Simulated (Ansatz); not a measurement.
**C₃H₈AlB: up Jacob's ladder to CCSD(T)**

Aim: compute C₃H₈AlB with functionals from several rungs and with coupled cluster. The yardstick is the atomisation energy at the CCSD(T) limit.

Method: functionals in def2-TZVPP, the program's frozen cores in correlated methods; program: Ansatz 0.2.0, Gaussian basis.

Plan: PBE-D4, r2SCAN-D4, PBE0-D4, B3LYP-D4, ωB97X-V, ωB97M-V, B2PLYP; CCSD(T)/def2-TZVPP; MP2/def2-QZVPP; extrapolation to the limit.

**1. The geometry**

All runs share one geometry, relaxed beforehand with PBE0-D4 in a triple-zeta def2 set.

13 atoms, charge 0, spin multiplicity 1.

Atoms are counted from 1 here; the program's logs count them from 0.

Bond lengths: B1–C2 1.543 Å, B1–H6 1.200 Å, B1–H7 1.203 Å, C2–C3 1.349 Å, C2–Al4 1.955 Å, C3–H8 1.092 Å, C3–H9 1.092 Å, Al4–C5 1.949 Å, Al4–H10 1.596 Å, C5–H11 1.092 Å, C5–H12 1.096 Å, C5–H13 1.095 Å. Angles: C2–B1–H6 122.2°, C2–B1–H7 119.6°, H6–B1–H7 118.3°, B1–C2–C3 116.4°, B1–C2–Al4 125.6°, C3–C2–Al4 118.1°, C2–C3–H8 121.7°, C2–C3–H9 123.1°, H8–C3–H9 115.1°, C2–Al4–C5 121.3°, C2–Al4–H10 116.3°, C5–Al4–H10 122.4°, Al4–C5–H11 113.2°, Al4–C5–H12 110.6°, Al4–C5–H13 110.8°, H11–C5–H12 107.8°, H11–C5–H13 108.0°, H12–C5–H13 106.0°.

**2. PBE-D4 (GGA)**

in.yaml

```yaml
crystal:
  periodic: [false, false, false]
  atoms:
    - {symbol: B, position_ang: [-1.515135, -1.010023, 0.588574]}
    - {symbol: C, position_ang: [0.008090, -0.928055, 0.357392]}
    - {symbol: C, position_ang: [0.724891, -2.021137, 0.692596]}
    - {symbol: Al, position_ang: [0.967069, 0.614872, -0.365942]}
    - {symbol: C, position_ang: [0.026652, 2.243923, -0.877335]}
    - {symbol: H, position_ang: [-2.249213, -0.093173, 0.341213]}
    - {symbol: H, position_ang: [-1.994652, -2.020133, 1.031366]}
    - {symbol: H, position_ang: [0.250880, -2.915757, 1.101913]}
    - {symbol: H, position_ang: [1.808728, -2.081442, 0.578427]}
    - {symbol: H, position_ang: [2.548773, 0.460198, -0.507471]}
    - {symbol: H, position_ang: [0.685287, 3.009367, -1.293580]}
    - {symbol: H, position_ang: [-0.489937, 2.678694, -0.014433]}
    - {symbol: H, position_ang: [-0.751036, 2.027963, -1.617920]}
basis:
  gaussian: {orbitals: def2-TZVPP}
hamiltonian: {xc: pbe, dispersion: d4}
output: {forces: true, orbitals: {seedname: orbitals}}
```

The run is started by

```console
ansatz run in.yaml --threads 4 --pin off --events-out ev --progress --plain --max-ram 10444MiB
```

After this run come: r2SCAN-D4 (meta-GGA); PBE0-D4 (hybrid); B3LYP-D4 (hybrid); ωB97X-V (range-separated); ωB97M-V (range-separated); B2PLYP (double hybrid); CCSD(T) in def2-TZVPP; MP2 in def2-QZVPP.

**Question.** What will the summary of the whole plan be? Wanted: atomisation energy, CCSD(T)/CBS; farthest; mean size of error, hybrid; mean size of error, range-separated; gap, smallest and largest; T1 diagnostic; triples share of the correlation energy.

The runs gave:

| quantity | value |
| --- | --- |
| atomisation energy, CCSD(T)/CBS | 4782.7 kJ/mol |
| functionals within 23.9 kJ/mol (0.5 %) | B3LYP-D4, ωB97X-V |
| farthest | PBE-D4 (+73.6 kJ/mol) |
| mean size of error, hybrid | 25.6 kJ/mol |
| mean size of error, range-separated | 21.8 kJ/mol |
| gap, smallest and largest | 3.06 eV (PBE-D4), 9.82 eV (ωB97X-V) |
| T1 diagnostic | 0.0109 |
| triples share of the correlation energy | 4.0 % |

PBE-D4 is off by +73.6 kJ/mol. Double hybrids carry the basis error of their MP2 part in triple zeta, and no dispersion term here, so their miss is partly the set-up's. Misses under about 23.9 kJ/mol are within the doubt on the reference itself, which lacks core-valence correlation, relativity and higher excitations. Hartree-Fock recovers 77 % of the binding; the rest is correlation. The gap grows from 3.1 to 9.8 eV across the functionals, mostly with the share of exact exchange.
